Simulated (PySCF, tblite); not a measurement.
**CH8F2Si3: geometry, infrared bands and NMR shifts**

What infrared bands and NMR shifts should CH8F2Si3 (`F[C@@H]([SiH3])[Si@H](F)[SiH3]`) show?

Computed with tblite 0.8.0 and PySCF 2.14.0, with density-fitted response routines of our own, on a single molecule in the gas phase. Atoms are numbered from 0 throughout.

### 1 Starting geometry

14 atoms, charge 0, multiplicity 1; geometry from: force field or distance geometry start.

Bonds of the start (Å): F0–C1 1.38, C1–Si2 1.83, C1–Si3 1.84, Si3–F4 1.60, Si3–Si5 2.31, C1–H6 1.09, Si2–H7 1.49, Si2–H8 1.49, Si2–H9 1.49, Si3–H10 1.50, Si5–H11 1.49, Si5–H12 1.48, Si5–H13 1.49.

### 2 Optimising the geometry with GFN2-xTB

What the job is given:

```
{"job": {"kind": "relax", "xc": "GFN2-xTB", "basis": "xTB"}, "charge": 0, "multiplicity": 1}
F     -0.472400    -1.683200    -0.622200
C     -0.699800    -0.326800    -0.622000
Si    -2.393500     0.006800    -0.020900
Si     0.459400     0.474200     0.563300
F      0.297400     2.061600     0.478100
Si     2.602300    -0.134400    -0.037000
H     -0.545000     0.028600    -1.639100
H     -2.636700    -0.487400     1.359700
H     -3.391700    -0.655700    -0.908600
H     -2.729300     1.460000    -0.054900
H      0.212400     0.064000     1.985700
H      3.610000     0.560800     0.814200
H      2.860500     0.229800    -1.445400
H      2.825800    -1.598900     0.116900
```

Started as:

```
OMP_NUM_THREADS=1 python probes_run.py task.json out
```

This one command runs all jobs of the session in turn.

**Question.** This job is followed by: GFN2-xTB harmonic vibrations, gas phase; GIAO PBE0/pcSseg-1 NMR shielding, non-relativistic, gas phase. Predict these results of the whole session: strongest single infrared mode (GFN2-xTB); zero-point energy (GFN2-xTB); ¹³C shifts against TMS (PBE0/pcSseg-1); ¹H shifts against TMS (PBE0/pcSseg-1, means over atoms taken as alike); ¹⁹F shifts against CFCl3 (PBE0/pcSseg-1); ²⁹Si shifts against TMS (PBE0/pcSseg-1).

**Answer**, as computed:

```
                                                              quantity                       value
                             strongest single infrared mode (GFN2-xTB)        773 cm⁻¹, 779 km/mol
                                          zero-point energy (GFN2-xTB)               48.4 kcal/mol
                                ¹³C shifts against TMS (PBE0/pcSseg-1)                    81.8 ppm
¹H shifts against TMS (PBE0/pcSseg-1, means over atoms taken as alike)  5.70, 5.39, 4.18, 3.57 ppm
                              ¹⁹F shifts against CFCl3 (PBE0/pcSseg-1)          -233.4, -313.0 ppm
                               ²⁹Si shifts against TMS (PBE0/pcSseg-1)     24.1, -70.4, -119.9 ppm
```

In words: Over 39 steps the energy fell by 0.422 eV; of the close pairs, C1–Si2 changed most, 1.828 to 1.921 Å. The lowest mode is imaginary (26i cm⁻¹), so the xTB geometry is not a minimum. The strongest single mode, at 773 cm⁻¹, has its largest shares on F4, H12, H9 and Si3 (the list is cut at 4 atoms). GFN2-xTB is a fitted tight-binding method: band positions and strengths are rough. Its intensities can rank the bands wrongly. At PBE0/pcSseg-1: The largest span, 142 ppm, is at C1, where the paramagnetic term is -150 ppm.
